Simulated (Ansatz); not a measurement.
# CH5GeO+ (SMILES [CH2]1[OH+][GeH2]1): one structure at several levels

An exercise on one series of results from a longer session: the logs are not shown, and one member is left open.

Computed with Ansatz 0.2.0, Gaussian basis. Level: single points in def2-TZVPP.

Cores are frozen in the correlated methods. Filled d shells of the heavier atoms are correlated.

## The system as given

SMILES `[CH2]1[OH+][GeH2]1`, 8 atoms, charge 1, spin multiplicity 1.

Atoms are counted from 1 here; the program's logs count them from 0.

Bond lengths: C1–O2 1.486 Å, C1–Ge3 1.981 Å, C1–H4 1.304 Å, C1–H5 0.866 Å, O2–Ge3 2.079 Å, O2–H6 1.229 Å, Ge3–H7 1.458 Å, Ge3–H8 1.180 Å. Angles: O2–C1–Ge3 72.1°, O2–C1–H4 95.4°, O2–C1–H5 127.3°, Ge3–C1–H4 113.0°, Ge3–C1–H5 125.6°, H4–C1–H5 114.1°, C1–O2–Ge3 65.0°, C1–O2–H6 96.2°, Ge3–O2–H6 119.1°, C1–Ge3–O2 42.8°, C1–Ge3–H7 116.4°, C1–Ge3–H8 122.4°, O2–Ge3–H7 97.0°, O2–Ge3–H8 107.1°, H7–Ge3–H8 114.8°.

Geometry (Å):

```xyz
8
CH5GeO
C    -0.42080    0.48730   -0.66130
O    -0.26160    0.56900    0.81370
Ge    0.67450   -1.05780   -0.08120
H    -1.70120    0.24450   -0.63300
H    -0.18630    1.07980   -1.24760
H     0.31180    1.65640    0.82610
H    -0.01770   -2.09770    0.67120
H     1.82760   -0.96430    0.14880
```

Set-up of the first run:

run/in.yaml reads:

```yaml
crystal:
  periodic: [false, false, false]
  atoms:
    - {symbol: C, position_ang: [-0.420800, 0.487300, -0.661300]}
    - {symbol: O, position_ang: [-0.261600, 0.569000, 0.813700]}
    - {symbol: Ge, position_ang: [0.674500, -1.057800, -0.081200]}
    - {symbol: H, position_ang: [-1.701200, 0.244500, -0.633000]}
    - {symbol: H, position_ang: [-0.186300, 1.079800, -1.247600]}
    - {symbol: H, position_ang: [0.311800, 1.656400, 0.826100]}
    - {symbol: H, position_ang: [-0.017700, -2.097700, 0.671200]}
    - {symbol: H, position_ang: [1.827600, -0.964300, 0.148800]}
basis:
  gaussian: {orbitals: def2-TZVPP}
total_charge: 1
correlation: {method: ccsd_t}
output: {forces: true}
```

No record of the launch command was kept for these runs.

Steps of the session up to this table: CCSD(T)/def2-TZVPP; PBE0-D4/def2-TZVPP; wB97M-V/def2-TZVPP; r2SCAN-D4/def2-TZVPP; PBE-D4/def2-TZVPP; LC-wPBE/def2-TZVPP; B97M-V/def2-TZVPP.

One of the session's tables, all rows but one given; the rest of the session is left out.

```
   method  RMS force component (eV/Å)  angle to CCSD(T) forces (°)
  CCSD(T)                       6.713                    reference
  PBE0-D4                           ?                            ?
  wB97M-V                       6.743                          1.0
r2SCAN-D4                       6.707                          0.6
   PBE-D4                       6.665                          1.8
  LC-wPBE                       6.886                          1.9
   B97M-V                       6.706                          1.0
```

**Question.** Estimate the row for PBE0-D4.

As computed: RMS force component (eV/Å): 6.811; angle to CCSD(T) forces (°): 1.4. In the column «RMS force component (eV/Å)» it lies between wB97M-V (6.743) and LC-wPBE (6.886).
